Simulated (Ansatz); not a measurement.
# TaRu (Pm-3m): spin response to a magnetic field from a Python script

The task is the spin response to a magnetic field, for TaRu (Pm-3m).

Computed with the Python package of Ansatz 0.2.0. Level of theory: DFT PBEsol, plane waves, PAW.

## 1. The structure

The structure is cubic, space group Pm-3m (No. 221). The conventional cell has a = 3.187 Å, b = 3.187 Å, c = 3.187 Å, α = 90.00°, β = 90.00°, γ = 90.00°. Around Ta (site symmetry m-3m) lie 8 Ru at 2.76 Å. Ru (site symmetry m-3m) has 8 Ta at 2.76 Å as nearest neighbours.

The script holds or builds the structure itself.

## 2. The code

zeeman.py reads:

```python
'''Spin moment of TaRu in a magnetic field.'''

import ansatz as az
import numpy as np
from pymatgen.core import Lattice, Structure
from pymatgen.io.ase import AseAtomsAdaptor

pmg_structure = Structure(
    Lattice([(3.187, 0.0, 0.0), (0.0, 3.187, 0.0), (0.0, 0.0, 3.187)]),
    ['Ta', 'Ru'],
    [
        (0.5, 0.5, 0.5),
        (0.0, 0.0, 0.0),
    ],
)
taru = az.Crystal.from_ase(AseAtomsAdaptor.get_atoms(pmg_structure))

base = (
    taru.calculation()
    .accuracy('medium')
    .functional('pbesol')
    .kpoints(6, 6, 6, center='gamma')
    .scf(tolerance=1e-07, max_iterations=60, lower_state_search='light')
    .occupations('Fermi-Dirac', width=0.15)
    .spin('collinear')
)
# the field acts on the spins alone; such large fields lift the response over the noise
rows = []
for tesla in [-200, 0, 200]:
    r = (base.magnetic_field(tesla) if tesla else base).run().report
    rows.append((tesla, r['magnetization_mub'], r['free_energy_ev'], r['components'].get('e_zeeman', 0.0)))
print('         B (T)      moment muB            F eV  Zeeman term eV')
for row in rows:
    print(f'{str(row[0]):>14s}  {row[1]:14.4f}  {row[2]:14.5f}  {row[3]:14.5f}')
slope = np.polyfit([row[0] for row in rows], [row[1] for row in rows], 1)[0]
print(f'dM/dB = {1000 * slope:.4f} muB per 1000 T per cell')
```

## 3. What the engine is handed

The engine receives this input (first run):

```yaml
crystal:
  lattice:
    - [3.187, 0.0, 0.0]
    - [0.0, 3.187, 0.0]
    - [0.0, 0.0, 3.187]
  atoms:
    - { symbol: Ta, position: [0.5, 0.5, 0.5] }
    - { symbol: Ru, position: [0.0, 0.0, 0.0] }
accuracy: medium
kpoints:
  mp_grid:
    grid: [6, 6, 6]
    shift: [0.0, 0.0, 0.0]
hamiltonian:
  xc: pbesol
magnetization:
  spin_polarized: true
  magnetic_field: -200.0
scf:
  max_iter: 60
  convergence:
    dr2_threshold: 1.0e-07
  lower_state_search: light
  occupations:
    method: fermi_dirac
    width: 0.15
```

## 4. Launch

Run with:

```
$ python zeeman.py
```

Without the output at hand: what should come out? Wanted: dM/dB; range of energy.

As calculated:

```
       quantity                          value
          dM/dB  0.3646 μB per 1000 T per cell
  runs compared                              3
range of energy                  0.21 meV/atom
```

All 3 runs converged (14 to 19 cycles). Caveats:
- These settings explore the input space; cutoff and mesh may be short of convergence.
- For a metal this k-point mesh is coarse: forces and stresses can move by several per cent on a finer one, and energies by some meV an atom.
- A Fermi-Dirac width this large means warm electrons, whose thermal share enters the free energy.
- Spin-orbit coupling, which matters for elements this heavy, is left out.
- The starting cell is as deposited in a crystallographic database.
- Orbital magnetism is left out. The response of a metal hangs strongly on mesh and smearing, and a straight-line fit holds only where the moment is linear in the field.
